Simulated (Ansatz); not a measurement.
# BClF2H2 (built from SMILES FB(F)Cl.[H][H]): search for a transition state

Wanted: the transition state of a four-centre ligand exchange (form B1–H6, Cl2–H5 and break B1–Cl2, H5–H6). The guess is relaxed with those distances held, a saddle search follows, and vibrations and two downhill relaxations check it.

Method: PBE0-D4, def2-SVP first, then def2-TZVP; program: Ansatz 0.2.0, Gaussian basis.

152 further runs of the same task are left out: 152 set aside as unsound or not needed.

**1. The system as given**

The guess: 6 atoms, charge 0, spin multiplicity 1.

Atoms are counted from 1 here; the program's logs count them from 0.

Bond lengths: B1–Cl2 2.024 Å, B1–F3 1.326 Å, B1–F4 1.326 Å, B1–H6 1.371 Å. Angles: Cl2–B1–F3 109.5°, Cl2–B1–F4 109.5°, Cl2–B1–H6 102.8°, F3–B1–F4 118.7°, F3–B1–H6 107.5°, F4–B1–H6 107.5°.

As a file:

```
B    -0.0818   -0.0564   -0.3649
Cl    0.1513    1.5575    0.8333
F     0.8811   -0.0749   -1.2762
F    -1.3423   -0.1301   -0.7694
H     0.2524   -0.1908    1.0868
H     0.1392   -1.1053    0.4904
```

Distances that are to change: B1–H6 1.37 Å, Cl2–H5 1.77 Å, B1–Cl2 2.02 Å, H5–H6 1.10 Å.

**2. Relaxing the guess with the reacting distances held**

hold/in.yaml reads:

```yaml
crystal:
  periodic: [false, false, false]
  atoms:
    - {symbol: B, position_ang: [-0.081800, -0.056400, -0.364900]}
    - {symbol: Cl, position_ang: [0.151300, 1.557500, 0.833300]}
    - {symbol: F, position_ang: [0.881100, -0.074900, -1.276200]}
    - {symbol: F, position_ang: [-1.342300, -0.130100, -0.769400]}
    - {symbol: H, position_ang: [0.252400, -0.190800, 1.086800]}
    - {symbol: H, position_ang: [0.139200, -1.105300, 0.490400]}
basis:
  gaussian: {orbitals: def2-SVP}
hamiltonian: {xc: pbe0, dispersion: d4}
relax: {f_tol: 0.04, max_steps: 150, escape_saddle: false, constraints: [{distance: [0, 5]}, {distance: [1, 4]}, {distance: [0, 1]}, {distance: [4, 5]}]}
```

On the command line:

```
$ ansatz run in.yaml --threads 2 --pin off --events-out ev --progress --plain --max-ram 4352MiB
```

Standard output, shortened:

```text
Functional definition: PBE0
  name "PBE0"
  cite "Adamo & Barone, J. Chem. Phys. 110, 6158 (1999) doi:10.1063/1.478522"
  cite "Perdew, Burke & Ernzerhof, Phys. Rev. Lett. 77, 3865 (1996) doi:10.1103/PhysRevLett.77.3865"
  parent pbe
[...]
731 factors; integrals over basis functions are off by at most 4.5e-4 eV
[...]
mean field -18648.37055532 eV, -685.3149775883 hartree, gradient 9.4e-6 eV, S^2 0.000000; 0 other end points of the search recorded, 0 dependent functions left out
[...]
reference -18648.37057384 eV, -685.3149782691 hartree; 21, 21 occupied and 49, 49 virtual orbitals, 731 factors
relax step   1: F+E_penalty+E_count = -18648.44545151 eV  Δ(F+E_penalty+E_count) = +0.000e0 eV  max|allowed force component| = 2.513e-1 eV/Å  Δτ_max = 0.0000 Å  (26 SCF iters, accepted)
[...]
relax step   3: F+E_penalty+E_count = -18648.46393893 eV  Δ(F+E_penalty+E_count) = -2.960e-3 eV  max|allowed force component| = 6.847e-2 eV/Å  Δτ_max = 0.0079 Å  (30 SCF iters, accepted)
[...]
relax step   4: F+E_penalty+E_count = -18648.46478396 eV  Δ(F+E_penalty+E_count) = -8.450e-4 eV  max|allowed force component| = 8.345e-3 eV/Å  Δτ_max = 0.0082 Å  (32 SCF iters, accepted)
  distance B 0 - H 5 held at 1.371339 Å   reaction = -5.6270e-1 eV/Å
  distance Cl 1 - H 4 held at 1.769473 Å   reaction = +5.7137e-1 eV/Å
  distance B 0 - Cl 1 held at 2.023535 Å   reaction = +5.3934e-1 eV/Å
  distance H 4 - H 5 held at 1.097642 Å   reaction = +1.9137e0 eV/Å
731 factors; integrals over basis functions are off by at most 4.6e-4 eV
mean field -18648.39022737 eV, -685.3157005231 hartree, gradient 7.7e-6 eV, S^2 0.000000; 1 other end points of the search recorded, 0 dependent functions left out
[...]
reference -18648.39024580 eV, -685.3157012003 hartree; 21, 21 occupied and 49, 49 virtual orbitals, 731 factors
Total energy: -18648.46480239 eV, -685.3184411043 hartree
Atom 0 at    -0.082213    -0.035989    -0.364536 Å, force    -0.025093     0.866361    -0.015684 eV/Å
Atom 1 at     0.153685     1.568928     0.845127 Å, force    -0.033188    -0.992329    -0.253652 eV/Å
Atom 2 at     0.899706    -0.093360    -1.258314 Å, force    -0.007764    -0.000370     0.003045 eV/Å
Atom 3 at    -1.350442    -0.149191    -0.745429 Å, force     0.008345     0.000020    -0.000618 eV/Å
Atom 4 at     0.245327    -0.185521     1.056190 Å, force    -0.225337    -1.035188    -1.101325 eV/Å
Atom 5 at     0.133837    -1.104868     0.466963 Å, force     0.283037     1.161507     1.368234 eV/Å
Dipole moment:     0.085759    -0.317515     0.341678 e Å
```

Run time: 7 s. Hardware: 2 threads of AMD EPYC 7R43, shared host.

Relaxation path:

```
step  energy from step 1 (eV)  largest force component (eV/Å)
   1                   0.0000                          0.2513
   2                  -0.0155                          0.1027
   3                  -0.0185                          0.0685
   4                  -0.0193                          0.0083
```

Close pairs (by a distance rule), those that changed most:

```
  bond  before (Å)  after (Å)  change (Å)
 B1–F4       1.326      1.329      +0.003
 B1–F3       1.326      1.329      +0.003
 B1–H6       1.371      1.371      +0.000
B1–Cl2       2.024      2.024      +0.000
```

**3. Force constants to start from**

hessian/in.yaml reads:

```yaml
crystal:
  periodic: [false, false, false]
  atoms:
    - {symbol: B, position_ang: [-0.082213, -0.035989, -0.364536]}
    - {symbol: Cl, position_ang: [0.153685, 1.568928, 0.845127]}
    - {symbol: F, position_ang: [0.899706, -0.093360, -1.258314]}
    - {symbol: F, position_ang: [-1.350442, -0.149191, -0.745429]}
    - {symbol: H, position_ang: [0.245327, -0.185521, 1.056190]}
    - {symbol: H, position_ang: [0.133837, -1.104868, 0.466963]}
basis:
  gaussian: {orbitals: def2-SVP}
hamiltonian: {xc: pbe0, dispersion: d4}
phonons: {}
scf: {lower_state_search: off}
```

On the command line:

```
$ ansatz run in.yaml --threads 2 --pin off --events-out ev --progress --plain --max-ram 4352MiB
```

Standard output, shortened:

```text
[... 5 set-up lines as earlier in the session ...]
[...]
729 factors; integrals over basis functions are off by at most 4.1e-4 eV
[...]
mean field -18648.39022690 eV, -685.3157005057 hartree, gradient 2.5e-6 eV, S^2 0.000000; 0 other end points of the search recorded, 0 dependent functions left out
[...]
reference -18648.39024533 eV, -685.3157011830 hartree; 21, 21 occupied and 49, 49 virtual orbitals, 729 factors
[... from here to the last solve, the lines of the solves are left out (21 solves) ...]
729 factors; integrals over basis functions are off by at most 4.1e-4 eV
mean field -18648.39226909 eV, -685.3157755547 hartree, gradient 2.8e-6 eV, S^2 0.000000; 0 other end points of the search recorded, 0 dependent functions left out
[...]
WARN: phonons: modes at or below zero, which the zero-point energy, F, S and C_V leave out: 1, the lowest at -1130.34 cm⁻¹. A minimum has none, and a first-order saddle one
Total energy: -18648.46480192 eV, -685.3184410870 hartree
Atom 0 at    -0.082213    -0.035989    -0.364536 Å, force    -0.025077     0.866351    -0.015707 eV/Å
Atom 1 at     0.153685     1.568928     0.845127 Å, force    -0.033192    -0.992331    -0.253647 eV/Å
Atom 2 at     0.899706    -0.093360    -1.258314 Å, force    -0.007766    -0.000367     0.003055 eV/Å
Atom 3 at    -1.350442    -0.149191    -0.745429 Å, force     0.008331     0.000032    -0.000614 eV/Å
Atom 4 at     0.245327    -0.185521     1.056190 Å, force    -0.225345    -1.035182    -1.101336 eV/Å
Atom 5 at     0.133837    -1.104868     0.466963 Å, force     0.283049     1.161497     1.368249 eV/Å
Dipole moment:     0.085759    -0.317515     0.341679 e Å
Vibrations: -1130.34 277.83 312.77 522.73 700.60 745.75 1069.79 1164.22 1272.81 1428.69 1692.91 2031.70 cm⁻¹, zero-point energy 0.695539 eV
Checks for a lower state left out: stability, starts, cluster_reference, orbital_swaps, neighbouring_geometries, increment
```

Wall time 17 s (2 threads of AMD EPYC 7R43, shared host).

The structure is not stationary yet, so these wavenumbers are no spectrum; the search needs only the force constants.

**4. Saddle search in the small basis**

The search itself is an outer loop (partitioned rational-function steps, Bofill update of the Hessian). Each step is one single-point run with forces. It stops when the largest force is under 0.04 eV/Å and the followed curvature is negative. The first step's input:

presaddle/in.yaml reads:

```yaml
crystal:
  periodic: [false, false, false]
  atoms:
    - {symbol: B, position_ang: [-0.082213, -0.035989, -0.364536]}
    - {symbol: Cl, position_ang: [0.153685, 1.568928, 0.845127]}
    - {symbol: F, position_ang: [0.899706, -0.093360, -1.258314]}
    - {symbol: F, position_ang: [-1.350442, -0.149191, -0.745429]}
    - {symbol: H, position_ang: [0.245327, -0.185521, 1.056190]}
    - {symbol: H, position_ang: [0.133837, -1.104868, 0.466963]}
basis:
  gaussian: {orbitals: def2-SVP}
hamiltonian: {xc: pbe0, dispersion: d4}
output: {forces: true}
scf: {lower_state_search: off}
```

On the command line:

```
$ ansatz run in.yaml --threads 2 --pin off --events-out ev --progress --plain --max-ram 4352MiB
```

The driver's record:

```
step   energy (eV)  largest force (eV/Å)  followed curvature (eV/Å²)
   1  -18648.46477                1.3682                      -10.97
   2  -18648.53726                0.4325                      -11.13
   3  -18648.54041                0.1238                      -12.17
   4  -18648.54076                0.0114                      -11.64
```

The 4 steps took 3.9 s in all (2 threads of AMD EPYC 7R43, shared host).

**5. Saddle search in triple zeta**

A small driver takes partitioned rational-function steps: uphill along one mode, downhill along the rest. It calls the program once a step for energy and forces and updates the Hessian by Bofill's formula. It stops when the largest force is under 0.01 eV/Å and the followed curvature is negative. The first step's input:

saddle/in.yaml reads:

```yaml
crystal:
  periodic: [false, false, false]
  atoms:
    - {symbol: B, position_ang: [-0.090771, -0.125128, -0.411782]}
    - {symbol: Cl, position_ang: [0.177680, 1.460490, 0.938593]}
    - {symbol: F, position_ang: [0.889111, -0.090274, -1.299942]}
    - {symbol: F, position_ang: [-1.359080, -0.146056, -0.787503]}
    - {symbol: H, position_ang: [0.236283, -0.076686, 1.028360]}
    - {symbol: H, position_ang: [0.146676, -1.022346, 0.532275]}
basis:
  gaussian: {orbitals: def2-TZVP}
hamiltonian: {xc: pbe0, dispersion: d4}
output: {forces: true}
scf: {lower_state_search: off}
```

On the command line:

```
$ ansatz run in.yaml --threads 2 --pin off --events-out ev --progress --plain --max-ram 4352MiB
```

Step by step:

```
step   energy (eV)  largest force (eV/Å)  followed curvature (eV/Å²)
   1  -18660.21746                0.1293                      -11.64
   2  -18660.21839                0.0253                      -11.41
   3  -18660.21842                0.0043                      -11.38
```

The 3 steps took 5.5 s in all (2 threads of AMD EPYC 7R43, shared host).

The point found:

```
atom    x (Å)    y (Å)    z (Å)
  B1  -0.0912  -0.1241  -0.4135
 Cl2   0.1789   1.4628   0.9443
  F3   0.8904  -0.0939  -1.2988
  F4  -1.3596  -0.1497  -0.7860
  H5   0.2348  -0.0831   1.0212
  H6   0.1466  -1.0121   0.5329
```

Followed mode, largest move set to 1: H5 (0.03, 0.97, 0.24); B1 (-0.02, -0.77, -0.18); Cl2 (0.10, -0.24, 0.42); H6 (-0.06, -0.08, -0.27).

**6. Vibrations at the point found**

vib/in.yaml reads:

```yaml
crystal:
  periodic: [false, false, false]
  atoms:
    - {symbol: B, position_ang: [-0.091187, -0.124107, -0.413498]}
    - {symbol: Cl, position_ang: [0.178924, 1.462808, 0.944305]}
    - {symbol: F, position_ang: [0.890370, -0.093870, -1.298845]}
    - {symbol: F, position_ang: [-1.359568, -0.149696, -0.786008]}
    - {symbol: H, position_ang: [0.234806, -0.083065, 1.021186]}
    - {symbol: H, position_ang: [0.146555, -1.012070, 0.532861]}
basis:
  gaussian: {orbitals: def2-TZVP}
hamiltonian: {xc: pbe0, dispersion: d4}
phonons: {temperatures: {t_min: 298.15, t_max: 900, t_step: 200}}
```

On the command line:

```
$ ansatz run in.yaml --threads 2 --pin off --events-out ev --progress --plain --max-ram 4352MiB
```

Standard output, shortened:

```text
[... 5 set-up lines as earlier in the session ...]
[...]
837 factors; their error is unknown
[...]
mean field -18660.14421642 eV, -685.7476516534 hartree, gradient 1.7e-5 eV, S^2 0.000000; 0 other end points of the search recorded, 0 dependent functions left out
[...]
reference -18660.14424243 eV, -685.7476526094 hartree; 21, 21 occupied and 121, 121 virtual orbitals, 837 factors
[... from here to the last solve, the lines of the solves are left out (21 solves) ...]
837 factors; their error is unknown
[...]
mean field -18660.14419094 eV, -685.7476507171 hartree, gradient 1.9e-6 eV, S^2 0.000000; 0 other end points of the search recorded, 0 dependent functions left out
[...]
reference -18660.14421695 eV, -685.7476516730 hartree; 21, 21 occupied and 121, 121 virtual orbitals, 837 factors
WARN: phonons: modes at or below zero, which the zero-point energy, F, S and C_V leave out: 1, the lowest at -997.42 cm⁻¹. A minimum has none, and a first-order saddle one
Total energy: -18660.21842467 eV, -685.7503787562 hartree
Atom 0 at    -0.091187    -0.124107    -0.413498 Å, force     0.001013    -0.001499     0.004280 eV/Å
Atom 1 at     0.178924     1.462808     0.944305 Å, force     0.000092     0.000678     0.000478 eV/Å
Atom 2 at     0.890370    -0.093870    -1.298845 Å, force     0.001487     0.000678    -0.002385 eV/Å
Atom 3 at    -1.359568    -0.149696    -0.786008 Å, force    -0.002403     0.000581    -0.001498 eV/Å
Atom 4 at     0.234806    -0.083065     1.021186 Å, force    -0.000453    -0.000084    -0.001995 eV/Å
Atom 5 at     0.146555    -1.012070     0.532861 Å, force     0.000264    -0.000354     0.001120 eV/Å
Dipole moment:     0.071331    -0.239605     0.286862 e Å
Vibrations: -997.42 241.97 289.32 505.39 719.03 802.97 1085.02 1086.80 1388.85 1432.18 1659.11 2126.76 cm⁻¹, zero-point energy 0.702829 eV
```

It took 35 s on 2 threads of AMD EPYC 7R43, shared host.

Wavenumbers and character of the modes:

```
mode  wavenumber (cm⁻¹)                                                            character
   1               997i                                         changes B1–H6, Cl2–H5, H5–H6
   2                242  not assigned (largely outside the bonds, angles and torsions drawn)
   3                289  not assigned (largely outside the bonds, angles and torsions drawn)
   4                505                                                                 bend
   5                719  not assigned (largely outside the bonds, angles and torsions drawn)
   6                803                                               Cl–H stretch with bend
   7               1085  not assigned (largely outside the bonds, angles and torsions drawn)
   8               1087                                                          B–F stretch
   9               1389  not assigned (largely outside the bonds, angles and torsions drawn)
  10               1432                                                          B–F stretch
  11               1659  not assigned (largely outside the bonds, angles and torsions drawn)
  12               2127                                                          B–H stretch
```

Vibrational sums (real modes only):

```
T (K)  entropy (J/mol/K)  heat capacity (J/mol/K)
  298               19.1                     29.2
  498               39.0                     49.0
  698               57.9                     62.6
  898               74.8                     71.2
```

(Part 1 of 2 ends here.)
